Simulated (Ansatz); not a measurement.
# Ir (fcc type): the cost of one run

Program: Ansatz 0.2.0. Level of theory: DFT, PBE, all-electron LAPW, scalar-relativistic. These are calculated values, not measurements.

## Step 1: The starting structure

The structure is cubic, space group Fm-3m (No. 225). The conventional cell has a = 3.872 Å, b = 3.872 Å, c = 3.872 Å, α = 90.00°, β = 90.00°, γ = 90.00°. Ir (site symmetry m-3m) is surrounded by 12 Ir at 2.74 Å.

Structure file:

```cif
data_structure
_symmetry_space_group_name_H-M 'Fm-3m'
_symmetry_Int_Tables_number 225
_cell_length_a 3.8722
_cell_length_b 3.8722
_cell_length_c 3.8722
_cell_angle_alpha 90.000
_cell_angle_beta 90.000
_cell_angle_gamma 90.000
_cell_volume 58.06
loop_
_atom_site_label
_atom_site_type_symbol
_atom_site_symmetry_multiplicity
_atom_site_Wyckoff_symbol
_atom_site_fract_x
_atom_site_fract_y
_atom_site_fract_z
_atom_site_occupancy
Ir1 Ir 4 a 0.00000 0.00000 0.00000 1
```

The file gives the conventional cell by its symmetry; the runs use the cell typed in the input.

Atoms are numbered in the order of the input: Ir1, Ir2, Ir3.

## Step 2: Bulk in the slab's orientation, LAPW

The input, input.yaml:

```yaml
crystal:
  lattice:
    - [0.0, 1.9360783294, -1.9360783294]
    - [-1.9360783294, 0.0, 1.9360783294]
    - [3.8721566588, 3.8721566588, 3.8721566588]
  atoms:
    - { symbol: Ir, position: [0.0, 0.0, 0.0] }
    - { symbol: Ir, position: [0.333333333, 0.666666667, 0.333333333] }
    - { symbol: Ir, position: [0.666666667, 0.333333333, 0.666666667] }
kpoints:
  mp_grid: { grid: [15, 15, 6] }
scf:
  occupations: { method: fermi_dirac, width: 0.1 }
hamiltonian:
  xc: pbe
  pseudopotentials: { kind: all_electron, lapw: { basis_error: 0.001 } }
output:
  forces: true
  stress: true
  eigenvalues: true
```

Command:

```
ansatz run input.yaml --threads 2 --pin off --max-ram 4096MiB --backend cpu --events-out ev --progress --plain --runs-dir out
```

**Question.** How long does this run take on 2 threads of AMD EPYC 9R45 (Zen 5), shared host, and how much memory does it need?

About 27 s, with a peak of 1.2 GiB.
